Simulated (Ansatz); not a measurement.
# GeCl2 (SMILES Cl[Ge]Cl): B2PLYP/aug-cc-pVDZ

Aim: the energy change on altering one bond length of GeCl2 at B2PLYP/aug-cc-pVDZ, from 2 runs. 

The results are computed with Ansatz 0.2.0.

36 further runs of the same task are left out: 36 set aside as unsound or not needed.

## Step 1: The structure to begin with

GeCl2 has 3 atoms, charge 0, and is taken as a singlet. As SMILES, `Cl[Ge]Cl`. Geometry: relaxed at PBE0-D4/def2-TZVP.

Bond lengths: Cl1–Ge2 2.182 Å, Ge2–Cl3 2.182 Å. Angles: Cl1–Ge2–Cl3 100.0°.

## Step 2: The energy at B2PLYP/aug-cc-pVDZ

input.yaml reads:

```yaml
crystal:
  periodic: [false, false, false]
  atoms:
    - {symbol: Cl, position_ang: [-0.065420, -1.681680, 0.422740]}
    - {symbol: Ge, position_ang: [-0.421210, 0.067170, -0.832020]}
    - {symbol: Cl, position_ang: [0.486630, 1.614500, 0.409270]}
basis:
  gaussian:
    orbitals: aug-cc-pVDZ
hamiltonian:
  xc: {name: B2PLYP}
correlation:
  frozen_orbitals: {Cl: 5, Ge: 9}
accuracy: high
output:
  orbitals: {seedname: orbitals}
```

Launch:

```
ansatz run input.yaml --threads 1 --pin off --max-ram 3480MiB --events-out events.jsonl --progress --plain --runs-dir runs
```

What it wrote:

```text
Warning: RAYON_NUM_THREADS=1 ignored (pool sized by the plan → 1); use --threads N
Functional definition: B2PLYP
  name "B2PLYP"
  parameter a = 0.53
  parameter c = 0.27
  exchange = (1 - a)*b88_x + a*exact_x
  correlation = (1 - c)*lyp_c + c*(mp2_os + mp2_ss)
1751 factors; integrals over basis functions are off by at most 4.4e-9 eV
mean field evaluation 1: about -81541.9569 eV, gradient 1.8e1 eV
mean field evaluation 2: about -81542.0598 eV, gradient 1.8e1 eV
mean field evaluation 4: about -81543.1257 eV, gradient 9.6e-1 eV
mean field evaluation 8: about -81543.1328 eV, gradient 1.9e-2 eV
mean field evaluation 16: about -81543.1328 eV, gradient 7.5e-6 eV
mean field -81543.13279186 eV, -2996.6548581803 hartree, gradient 8.4e-8 eV, S^2 0.000000; 0 other end points of the search recorded, 0 dependent functions left out
19 core orbitals not correlated: weight in the atoms' cores, before any rotation towards them, 1.000 or more for the frozen orbitals, at most 0.000 for the correlated occupied ones
reference -81543.13281251 eV, -2996.6548589393 hartree; 14, 14 occupied and 57, 57 virtual orbitals, 1751 factors
second order -13.16564018 eV of doubles, -0.00000000 eV of singles
Total energy: -81546.68753536 eV, -2996.7854925945 hartree
```

Run time: 11 s. Hardware: 1 thread of Arm Neoverse V2, shared host; peak memory 0.32 GiB.

## Step 3: The distorted shape at the same level

in.yaml reads:

```yaml
crystal:
  periodic: [false, false, false]
  atoms:
    - {symbol: Cl, position_ang: [0.219208, -3.080741, 1.426534]}
    - {symbol: Ge, position_ang: [-0.421210, 0.067170, -0.832020]}
    - {symbol: Cl, position_ang: [0.486630, 1.614500, 0.409270]}
basis:
  gaussian:
    orbitals: aug-cc-pVDZ
hamiltonian:
  xc: {name: B2PLYP}
correlation:
  frozen_orbitals: {Cl: 5, Ge: 9}
accuracy: high
output: {orbitals: {seedname: orbitals}}
```

Launch:

```
ansatz run in.yaml --threads 1 --pin off --max-ram 3480MiB --events-out events.jsonl --progress --plain --runs-dir runs
```

What it wrote, shortened:

```text
Warning: RAYON_NUM_THREADS=1 ignored (pool sized by the plan → 1); use --threads N
Functional definition: B2PLYP
  name "B2PLYP"
[...]
1699 factors; integrals over basis functions are off by at most 4.5e-9 eV
[...]
mean field -81539.91506726 eV, -2996.5366089823 hartree, gradient 5.4e-8 eV, S^2 0.000000; 1 other end points of the search recorded, 0 dependent functions left out; unrestricted orbitals would lower it
19 core orbitals not correlated: weight in the atoms' cores, before any rotation towards them, 1.000 or more for the frozen orbitals, at most 0.000 for the correlated occupied ones
reference -81539.91509115 eV, -2996.5366098602 hartree; 14, 14 occupied and 57, 57 virtual orbitals, 1699 factors
second order -13.75269547 eV of doubles, -0.00000000 eV of singles
Total energy: -81543.62831893 eV, -2996.6730684641 hartree
```

Wall time 14 s (1 thread of Arm Neoverse V2, shared host); peak memory 0.4 GiB.

## Step 4: Summary of results

Level: B2PLYP/aug-cc-pVDZ, 19 core orbitals frozen.

| quantity | value |
| --- | --- |
| first shape: total energy | -2996.78549 Eh |
| first shape: HOMO energy (SCF part's orbitals) | -9.09 eV |
| first shape: LUMO energy (SCF part's orbitals) | -2.07 eV |
| first shape: HOMO–LUMO gap (SCF part's orbitals) | 7.03 eV |
| distorted shape: total energy | -2996.67307 Eh |
| distorted shape: HOMO energy (SCF part's orbitals) | -7.34 eV |
| distorted shape: LUMO energy (SCF part's orbitals) | -4.13 eV |
| distorted shape: HOMO–LUMO gap (SCF part's orbitals) | 3.21 eV |
| energy change with the Cl1–Ge2 bond stretched from 2.182 to 3.927 Å | 3.059 eV |

**Reading.** One bond (distorted shape) is far stretched, which a spin-restricted single reference describes badly; perturbation theory on it can break down and give far too much correlation. With the Cl1–Ge2 bond stretched from 2.182 to 3.927 Å the energy rises by 3.06 eV (71 kcal/mol). The first shape isn't relaxed at this level, so the change isn't measured from a minimum. A restricted reference can't describe the breaking bond well at this length. The restricted solution (distorted shape) is unstable to spin breaking: an unrestricted one lies lower.
